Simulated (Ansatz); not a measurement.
The system is HfB.

```
Hf B
1.0
     0.00000    2.31000    2.31000
     2.31000    0.00000    2.31000
     2.31000    2.31000    0.00000
Hf B
1 1
Direct
  0.50000 0.50000 0.50000
  0.00000 0.00000 0.00000
```

```yaml
Program: Ansatz 0.2.0
Task: relaxation of cell and atoms
Functional: HSEsol
Potentials_or_basis: Ansatz PAW
Cutoff: "420 eV (not typed: the program's choice for these potentials)"
k_mesh: 5 × 5 × 5
Occupations: fermi-dirac, width 0.05 eV
Spin: no spin polarisation
```

At the start: volume 12.33 Å³/atom.

Task: How do energy, volume and symmetry change on relaxing?

Result: It ends after 7 steps and the volume is 13.83 Å³/atom (+12.2 %); space group Fm-3m (No. 225, to 0.05 Å).

The path:
```csv
step,energy change (eV),largest force (eV/Å),volume (Å³)
1,0.0000,0.0000,24.65
2,-0.2072,0.0000,28.44
3,-0.2205,0.0000,27.75
4,-0.2209,0.0000,27.63
5,-0.2248,0.0000,27.63
6,-0.2248,0.0000,27.65
7,-0.2249,0.0000,27.65
```

Final structure:
```
Hf B
1.0
     0.00000    2.40012    2.40012
     2.40012    0.00000    2.40012
     2.40012    2.40012    0.00000
Hf B
1 1
Direct
  0.50000 0.50000 0.50000
  0.00000 0.00000 0.00000
```

Caveat: the k mesh is coarse (spacing up to 0.47 Å⁻¹), so the values aren't converged, least of all with exact exchange; the plane-wave basis is chosen anew once the cell has moved, so the energies of steps on either side of that aren't comparable; the volume moved by +12 % from the deposited cell, more than functionals usually miss; the PAW data sets come from PBE, with cores solved anew for the run's functional, which leaves a small shift of forces and pressure.
